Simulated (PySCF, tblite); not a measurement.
**B3N4H12 radical, a small gas-phase stand-in for a defect centre (cubic BN ring): EPR parameters**

Aim: the EPR parameters of `[NH][BH-]1[NH2+][BH2-][NH2+][BH2-][NH2+]1`. It is drawn as: nitrogen radical.

Computed with tblite 0.8.0 and PySCF 2.14.0; each step states its level. No surroundings beyond the atoms listed, unless a continuum is named. Atoms count from 0, parts from 1.

## (1) The system as given

19 atoms, charge 0, multiplicity 2; geometry: distance geometry start.

## (2) Geometry optimisation with GFN2-xTB

The job: settings as JSON, then the geometry in Å.

```
{"job": {"kind": "relax", "xc": "GFN2-xTB", "basis": "xTB"}, "charge": 0, "multiplicity": 2}
N      0.027313     0.407946    -0.741119
B     -1.239162     0.686552    -1.586401
N     -2.252698     1.454072    -0.736993
B     -2.627359     0.650290     0.543323
N     -1.357667     0.412008     1.361926
B     -0.329112    -0.404640     0.524972
N      0.955040    -0.675235     1.345704
H      0.454814     1.309370    -0.478280
H      0.730753    -0.100628    -1.301908
H     -0.997464     1.293860    -2.532999
H     -1.699575    -0.327354    -1.894308
H     -3.084225     1.625928    -1.282032
H     -1.859747     2.363945    -0.449678
H     -3.403027     1.227874     1.168974
H     -3.074016    -0.361224     0.212873
H     -0.954101     1.294736     1.657892
H     -1.597381    -0.164513     2.188721
H     -0.789335    -1.400981     0.192383
H      1.687654     0.010092     1.506964
```

With the program's defaults for keys left out, this is: GFN2-xTB geometry optimisation, gas phase.

Command:

```
> OMP_NUM_THREADS=1 python cluster_run.py task.json out
```

The driver reads the jobs from task.json and runs them one after another.

**Question.** The jobs that follow are: PBE0-D3(BJ)/def2-SVP geometry optimisation, gas phase; UKS B3LYP, IGLO-III on B N, pcH-1 on H, non-relativistic, mean-field spin-orbit, GIAO; UKS BHandHLYP, IGLO-III on B N, pcH-1 on H, non-relativistic, mean-field spin-orbit, GIAO. Predict: point group; rotational constants (main isotopes); g(iso) (B3LYP); ⟨S²⟩; largest a(iso).

**Answer**, as computed:

| quantity | value |
| --- | --- |
| point group | C1 |
| rotational constants (main isotopes) | 3.90, 2.13, 1.51 GHz |
| g(iso) (B3LYP) | 2.00466 |
| ⟨S²⟩ | 0.754 (exact 0.75) |
| largest a(iso) | 1H on H17, 151.8 MHz |

In words: The start of the PBE0/def2-SVP relaxation was shaken at random by about 0.01 Å, so part of the energy gained, and of the first lengths quoted, undoes that. Over 6 steps the energy fell by 0.260 eV; of the close pairs, N0–H8 changed most, 0.975 to 1.020 Å (PBE0/def2-SVP). No frequency check was run at this level, so the end point may be a saddle. Most of the unpaired spin sits on N6 (0.99 e). The isotropic g lies 2.3 ppt above the free-electron value. The coupling of 1H on H17 runs from 126.9 (BHandHLYP/IGLO-III+pcH-1) to 151.8 MHz (B3LYP/IGLO-III+pcH-1). A capped cluster stands for the solid here, so long-range fields and strain are missing, and bands or shifts of the capping hydrogens have no counterpart in it.
